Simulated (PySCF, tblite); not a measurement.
# C₅H₆BFO₂: geometry, infrared bands and NMR shifts

Aim: predict the infrared bands and NMR shifts of C₅H₆BFO₂ (`O=C1CCB(F)CC1=O`).

The runs use tblite 0.8.0 and PySCF 2.14.0, with density-fitted response routines of our own; the level of theory stands in each step. All values are computed, except where a source is named. Atoms are numbered from 0 throughout.

**1. The starting structure**

15 atoms, charge 0, multiplicity 1; geometry from: force field or distance geometry start.

Bonds of the start (Å): O0–C1 1.23, C1–C2 1.50, C2–C3 1.52, C3–B4 1.60, B4–F5 1.43, B4–C6 1.58, C6–C7 1.49, C7–O8 1.25, C7–C1 1.46, C2–H9 1.10, C2–H10 1.12, C3–H11 1.12, C3–H12 1.10, C6–H13 1.13, C6–H14 1.11.

**2. Geometry optimisation with GFN2-xTB**

The job: settings as JSON, then the geometry in Å.

```
{"job": {"kind": "relax", "xc": "GFN2-xTB", "basis": "xTB"}, "charge": 0, "multiplicity": 1}
O     -0.905200     2.460500    -0.302500
C     -0.408200     1.376200     0.002600
C     -1.281600     0.305800     0.586900
C     -1.037300    -0.914300    -0.281800
B      0.472900    -1.304100     0.095200
F      0.715400    -2.323100     1.064500
C      1.553500    -0.244000    -0.365700
C      1.026300     1.129700    -0.163500
O      1.843500     2.070300    -0.162100
H     -1.050800     0.072100     1.638600
H     -2.345300     0.656400     0.509400
H     -1.722100    -1.763000    -0.008700
H     -1.116000    -0.660500    -1.352200
H      1.743800    -0.458700    -1.456000
H      2.506500    -0.395100     0.173300
```

On the command line:

```
$ OMP_NUM_THREADS=1 python probes_run.py task.json out
```

This one command runs all jobs of the session in turn.

**Question.** This job is followed by: GFN2-xTB harmonic vibrations, gas phase; GIAO PBE0/pcSseg-1 NMR shielding, non-relativistic, gas phase. Predict these results of the whole session: strongest single infrared mode (GFN2-xTB); zero-point energy (GFN2-xTB); ¹³C shifts against TMS (PBE0/pcSseg-1); ¹H shifts against TMS (PBE0/pcSseg-1, means over atoms taken as alike); ¹⁷O shifts against H2O (PBE0/pcSseg-1); ¹¹B shifts against BF3·OEt2 (PBE0/pcSseg-1); ¹⁹F shifts against CFCl3 (PBE0/pcSseg-1).

The runs gave:

```
                                                              quantity                               value
                             strongest single infrared mode (GFN2-xTB)               1809 cm⁻¹, 342 km/mol
                                          zero-point energy (GFN2-xTB)                       66.3 kcal/mol
                                ¹³C shifts against TMS (PBE0/pcSseg-1)  218.5, 210.8, 49.9, 39.3, 22.9 ppm
¹H shifts against TMS (PBE0/pcSseg-1, means over atoms taken as alike)                2.84, 2.59, 1.62 ppm
                                ¹⁷O shifts against H2O (PBE0/pcSseg-1)                    687.9, 675.0 ppm
                           ¹¹B shifts against BF3·OEt2 (PBE0/pcSseg-1)                            58.0 ppm
                              ¹⁹F shifts against CFCl3 (PBE0/pcSseg-1)                            -7.7 ppm
```

Relaxing lowered the energy by 0.855 eV in 74 steps; the close pair that moved most is B4–F5, from 1.427 to 1.315 Å. All 39 modes are real, so the xTB geometry is a minimum. The strongest single mode, at 1809 cm⁻¹, is spread over several atoms, C1, O0, C7, O8 among them. Unscaled tight-binding wavenumbers are off by several per cent, some by more. Its intensities can rank the bands wrongly. H13, H14 (mean) (hydrogen on an sp3 CH2 bonded to B, α to a carbonyl) lies farthest downfield among hydrogen, at 2.84 ppm; α to C=O.
